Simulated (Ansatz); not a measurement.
Which YAML input does this script hand to the engine? (Ansatz's Python interface)

`energy_c3h7sb.py`
```python
from pathlib import Path

import ansatz
import numpy as np

geometry_ang = [
    ('C', (-1.0053, 1.3698, -0.451)),
    ('Sb', (0.7769, 1.0913, 0.6434)),
    ('C', (0.2951, -1.0206, 0.9372)),
    ('C', (1.1881, -0.8375, -0.3048)),
    ('H', (-0.9254, 1.0607, -1.5265)),
    ('H', (-1.2949, 2.5133, -0.4649)),
    ('H', (-1.8574, 0.8582, 0.0192)),
    ('H', (-0.6881, -1.3063, 0.7718)),
    ('H', (0.903, -1.5013, 1.8058)),
    ('H', (0.5338, -1.0436, -1.2021)),
    ('H', (2.1397, -1.2411, -0.2074)),
]
mol = ansatz.Crystal.molecule()
for symbol, xyz in geometry_ang:
    mol = mol.atom(symbol, xyz)

calculation = (
    mol.calculation()
    .basis(gaussian='def2-TZVP')
    .functional('PBE0', dispersion='d3bj')
    .forces()
    .orbitals()
)
result = calculation.run(threads=1, backend='cpu', runs_dir='out')
r = result.report

print('reference energy %16.6f eV' % r['reference_energy_ev'])
print('total energy     %16.6f eV' % r['free_energy_ev'])
print('occupied (up, down):', r['n_occupied'], ' virtual:', r['n_virtual'], ' frozen:', r['n_frozen'])

symbols = [site.symbol for site in mol.cartesian_sites]
forces = np.array(r['forces_ev_ang'])
print('largest force', round(float(np.linalg.norm(forces, axis=1).max()), 4), 'eV/A, rms', round(float(np.sqrt((forces ** 2).mean())), 4))

charges = r['charge_distribution']
print('dipole moment', round(4.803205 * float(np.linalg.norm(charges['dipole_moment_e_ang'])), 3), 'D')
print('Mulliken:', [(s, round(q, 3)) for s, q in zip(symbols, charges['mulliken_charges_e'])])

lines = Path(r['orbitals_path']).read_text().splitlines()
field_of = lambda key: [line.split('=')[1].strip() for line in lines if line.startswith(key)]
orbitals = [(27.211386 * float(e), s, float(n)) for e, s, n in zip(field_of('Ene='), field_of('Spin='), field_of('Occup='))]
homo = max(e for e, _, n in orbitals if n > 0.5)
lumo = min(e for e, _, n in orbitals if n < 0.5)
print(f'HOMO {homo:.3f} eV, LUMO {lumo:.3f} eV, gap {lumo - homo:.3f} eV')
```

`python energy_c3h7sb.py` gives:
```text
reference energy     -9758.944330 eV
total energy         -9759.166355 eV
occupied (up, down): [24, 24]  virtual: [161, 161]  frozen: 0
largest force 4.7302 eV/A, rms 1.4536
dipole moment 0.578 D
Mulliken: [('C', -0.634), ('Sb', 0.469), ('C', -0.409), ('C', -0.397), ('H', 0.145), ('H', 0.136), ('H', 0.148), ('H', 0.142), ('H', 0.131), ('H', 0.128), ('H', 0.14)]
HOMO -6.294 eV, LUMO -0.421 eV, gap 5.873 eV
```

`input.yaml`:
```yaml
crystal:
  periodic: [false, false, false]
  atoms:
    - { symbol: C, position_ang: [-1.0053, 1.3698, -0.451] }
    - { symbol: Sb, position_ang: [0.7769, 1.0913, 0.6434] }
    - { symbol: C, position_ang: [0.2951, -1.0206, 0.9372] }
    - { symbol: C, position_ang: [1.1881, -0.8375, -0.3048] }
    - { symbol: H, position_ang: [-0.9254, 1.0607, -1.5265] }
    - { symbol: H, position_ang: [-1.2949, 2.5133, -0.4649] }
    - { symbol: H, position_ang: [-1.8574, 0.8582, 0.0192] }
    - { symbol: H, position_ang: [-0.6881, -1.3063, 0.7718] }
    - { symbol: H, position_ang: [0.903, -1.5013, 1.8058] }
    - { symbol: H, position_ang: [0.5338, -1.0436, -1.2021] }
    - { symbol: H, position_ang: [2.1397, -1.2411, -0.2074] }
basis:
  gaussian:
    orbitals: def2-TZVP
hamiltonian:
  xc: pbe0
  dispersion: d3bj
output:
  orbitals: {}
  forces: true
```

What to keep in mind:
- The settings weren't tested for convergence.
- The geometry is a force-field or estimated start, not a minimum of this method, and the basis set is short of its limit.
- def2 sets replace the cores of elements past krypton by effective core potentials.
- Total less reference energy is the dispersion correction.
- Levels such as HOMO and LUMO are orbital energies: with these approximate functionals they aren't the ionisation energy and electron affinity, and their gap isn't the fundamental gap.
- It ran for 23 s on 1 thread of Intel(R) Xeon(R) Platinum 8259CL CPU @ 2.50GHz (Skylake/Cascade Lake) (shared host), peak memory 0.5 GiB.

(Lines on the test bed's own set-up are left out of the output.)
